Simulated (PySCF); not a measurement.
# Ce(OH)3(NH3): other functionals and bases at one geometry

The task here is to estimate one member of a computed series from the others.

Computed with PySCF 2.14.0. Level: several levels, as the steps say, no spin–orbit coupling.

1 further run of the same task is left out (for a known fault of the program).

### Where the work starts

11 atoms, charge 0, spin multiplicity 1.

Bond lengths: Ce1–O2 2.173 Å, Ce1–O4 2.174 Å, Ce1–O6 2.173 Å, Ce1–N8 2.683 Å, O2–H3 0.957 Å, O4–H5 0.957 Å, O6–H7 0.957 Å, N8–H9 1.021 Å, N8–H10 1.021 Å, N8–H11 1.021 Å. Angles: O2–Ce1–O4 118.7°, O2–Ce1–O6 118.5°, O2–Ce1–N8 97.1°, O4–Ce1–O6 118.7°, O4–Ce1–N8 96.0°, O6–Ce1–N8 97.2°, Ce1–O2–H3 174.6°, Ce1–O4–H5 174.0°, Ce1–O6–H7 174.5°, Ce1–N8–H9 111.6°, Ce1–N8–H10 112.9°, Ce1–N8–H11 111.8°, H9–N8–H10 106.7°, H9–N8–H11 106.7°, H10–N8–H11 106.7°.

Geometry (Å):

```xyz
11
charge 0, multiplicity 1
Ce    0.1883   -0.2250    0.2781
O     1.2689    1.3740    1.2764
H     1.7764    2.0156    1.7730
O    -1.4774   -1.1639    1.3122
H    -2.1443   -1.6417    1.8052
O     1.1943   -1.3316   -1.2979
H     1.6949   -1.8494   -1.9282
N    -1.3113    1.3316   -1.3108
H    -1.9211    1.9456   -0.7695
H    -0.7537    1.9329   -1.9184
H    -1.9170    0.7796   -1.9193
```

Formal oxidation states: Ce +3. Each metal's 1 4f electrons lie in its core potential, so multiplicities, spins and levels count the valence alone. An earlier session relaxed this geometry at PBE0, Ce lcecp-1-SVP with ECP47, O def2-SVP, H def2-SVP, N def2-SVP (singlet, point group C1).

At PBE0 on the finer grid: E = -315.949012 Eh, HOMO -6.92 eV, LUMO -0.35 eV, Mulliken charge on Ce1 +1.04 e, largest force component 0.008 eV/Å. 

Levels to run: B3LYP; revPBE; PBE0, TZVP. Hardware: 2 threads of Arm Neoverse V2, shared host.

The first run:

Input file run.py (the lines that set the calculation):

```python
mol = gto.M(atom='''
Ce     0.18825    -0.22502     0.27814
O      1.26886     1.37397     1.27636
H      1.77644     2.01555     1.77302
O     -1.47736    -1.16391     1.31221
H     -2.14431    -1.64169     1.80523
O      1.19430    -1.33158    -1.29787
H      1.69492    -1.84937    -1.92816
N     -1.31131     1.33164    -1.31082
H     -1.92106     1.94557    -0.76948
H     -0.75374     1.93288    -1.91843
H     -1.91696     0.77964    -1.91926''',
    basis={'Ce': 'lcecp-1-SVP', 'O': 'def2-SVP', 'H': 'def2-SVP', 'N': 'def2-SVP'},
    ecp={'Ce': 'lcecp-1-SVP'},
    charge=0, spin=0)
mf = dft.RKS(mol, xc='B3LYP')
mf.grids.atom_grid = (75, 302)  # f atoms: unpruned, at least (60, 302)
mf = mf.density_fit()  # fitting sets: Ce AutoAux, O def2-universal-JKFIT, H def2-universal-JKFIT, N def2-universal-JKFIT
mf.conv_tol = 1e-08; mf.max_cycle = 55
mf.kernel(dm0)  # dm0: the density of the relaxed state
```

The run is started by

```sh
$ OMP_NUM_THREADS=2 python run.py
```

Steps of the session up to this table: B3LYP; revPBE; PBE0, TZVP.

One table of the session follows, with a row left open; its other results are not shown here.

```
              level  HOMO (eV)  gap (eV)  charge on Ce1 (e)  dipole (D)  largest force component (eV/Å)
PBE0 (relaxed here)      -6.92      6.57               1.04        4.20                            0.01
              B3LYP      -6.61      5.96               0.96        4.18                            0.13
             revPBE      -5.20      4.24               0.83        4.13                            0.42
         PBE0, TZVP          ?         ?                  ?           ?                               ?
```

**Question.** Estimate the row for PBE0, TZVP.

The run gave: HOMO (eV): -7.22; gap (eV): 6.69; charge on Ce1 (e): 1.61; dipole (D): 4.21; largest force component (eV/Å): 0.23. In the column «HOMO (eV)» it is the lowest.

In one basis the HOMO–LUMO gap runs from 4.24 eV (revPBE) to 6.57 eV (PBE0). The largest leftover force, 0.42 eV/Å with revPBE, stands at a geometry relaxed at another level. With 4f in the core, its levels are missing from HOMO and gap, and its count is fixed, so no charge can pass from the ligands into it. Total energies of different levels can't be compared.
